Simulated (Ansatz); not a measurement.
# C₂H₅Cl₃Ge: up Jacob's ladder to CCSD(T)

The task here is to estimate one member of a computed series from the others.

Method: functionals in def2-TZVPP, the program's frozen cores in correlated methods; program: Ansatz 0.2.0, Gaussian basis.

The runs, in order: LDA (SPW92), PBE-D4, revPBE-D4, BLYP-D4, r2SCAN-D4, B97M-V, PBE0-D4, B3LYP-D4, r2SCANh-D4, r2SCAN0-D4, HSE06-D4, BHLYP-D4, CAM-B3LYP-D4, LC-ωPBE, ωB97X-V, ωB97M-V, B2PLYP, PBE-QIDH; CCSD(T)/def2-SVP; MP2/def2-TZVPP; MP2/def2-QZVPP; RPA on PBE.

## The geometry

The geometry comes from an earlier relaxation with PBE0-D4 in a triple-zeta def2 set; it is a stationary point, not always the lowest conformer.

SMILES `C[CH2][Ge]([Cl])([Cl])[Cl]`, 11 atoms, charge 0, spin multiplicity 1.

Atoms are counted from 1 here; the program's logs count them from 0.

Bond lengths: C1–C2 1.520 Å, C1–H7 1.092 Å, C1–H8 1.092 Å, C1–H9 1.092 Å, C2–Ge3 1.938 Å, C2–H10 1.093 Å, C2–H11 1.093 Å, Ge3–Cl4 2.139 Å, Ge3–Cl5 2.136 Å, Ge3–Cl6 2.139 Å. Angles: C2–C1–H7 110.3°, C2–C1–H8 111.5°, C2–C1–H9 111.5°, H7–C1–H8 107.8°, H7–C1–H9 107.8°, H8–C1–H9 107.9°, C1–C2–Ge3 112.7°, C1–C2–H10 112.1°, C1–C2–H11 112.1°, Ge3–C2–H10 106.0°, Ge3–C2–H11 106.0°, H10–C2–H11 107.5°, C2–Ge3–Cl4 111.2°, C2–Ge3–Cl5 111.8°, C2–Ge3–Cl6 111.2°, Cl4–Ge3–Cl5 107.6°, Cl4–Ge3–Cl6 107.2°, Cl5–Ge3–Cl6 107.6°.

The first run:

File in.yaml:

```yaml
crystal:
  periodic: [false, false, false]
  atoms:
    - {symbol: C, position_ang: [0.109431, -1.115502, 0.993101]}
    - {symbol: C, position_ang: [0.620891, -0.426375, -0.261601]}
    - {symbol: Ge, position_ang: [-0.397402, 1.159796, -0.711444]}
    - {symbol: Cl, position_ang: [-2.457295, 0.689335, -1.046439]}
    - {symbol: Cl, position_ang: [0.344600, 2.104405, -2.478193]}
    - {symbol: Cl, position_ang: [-0.325891, 2.599012, 0.869853]}
    - {symbol: H, position_ang: [0.710974, -2.000540, 1.211518]}
    - {symbol: H, position_ang: [-0.927307, -1.437469, 0.877940]}
    - {symbol: H, position_ang: [0.160942, -0.455338, 1.861044]}
    - {symbol: H, position_ang: [0.568356, -1.076512, -1.138447]}
    - {symbol: H, position_ang: [1.657900, -0.097811, -0.156631]}
basis:
  gaussian: {orbitals: def2-TZVPP}
hamiltonian: {xc: lda}
output: {orbitals: {seedname: orbitals}}
```

On the command line:

```sh
> ansatz run in.yaml --threads 4 --pin off --events-out ev --progress --plain --max-ram 11315MiB
```

Steps of the session up to this table: LDA; PBE-D4 (GGA); revPBE-D4 (GGA); BLYP-D4 (GGA); r2SCAN-D4 (meta-GGA); B97M-V (meta-GGA); PBE0-D4 (hybrid); B3LYP-D4 (hybrid); r2SCANh-D4 (hybrid); r2SCAN0-D4 (hybrid); HSE06-D4 (hybrid); BHLYP-D4 (hybrid); CAM-B3LYP-D4 (range-separated); LC-ωPBE (range-separated); ωB97X-V (range-separated); ωB97M-V (range-separated); B2PLYP (double hybrid); PBE-QIDH (double hybrid).

One of the session's tables, all rows but one given; the rest of the session is left out.

It belongs to the step «Orbital energies across the functionals». 

```
  functional  HOMO (eV)  gap (eV)
 LDA (SPW92)      -7.75      5.41
      PBE-D4      -7.61      5.57
   revPBE-D4      -7.55      5.62
     BLYP-D4      -7.46      5.49
   r2SCAN-D4      -7.93      6.14
      B97M-V      -8.02      6.35
     PBE0-D4      -8.89      7.85
    B3LYP-D4      -8.66      7.31
  r2SCANh-D4      -8.40      6.97
  r2SCAN0-D4      -9.10      8.21
    HSE06-D4      -8.50      7.08
    BHLYP-D4     -10.06     10.09
CAM-B3LYP-D4     -10.22     10.22
     LC-ωPBE     -11.56     12.82
     ωB97X-V     -11.21     12.38
     ωB97M-V          ?         ?
```

**Question.** Estimate the row for ωB97M-V.

As computed: HOMO (eV): -11.04; gap (eV): 12.05. In the column «HOMO (eV)» it lies between ωB97X-V (-11.21) and CAM-B3LYP-D4 (-10.22).
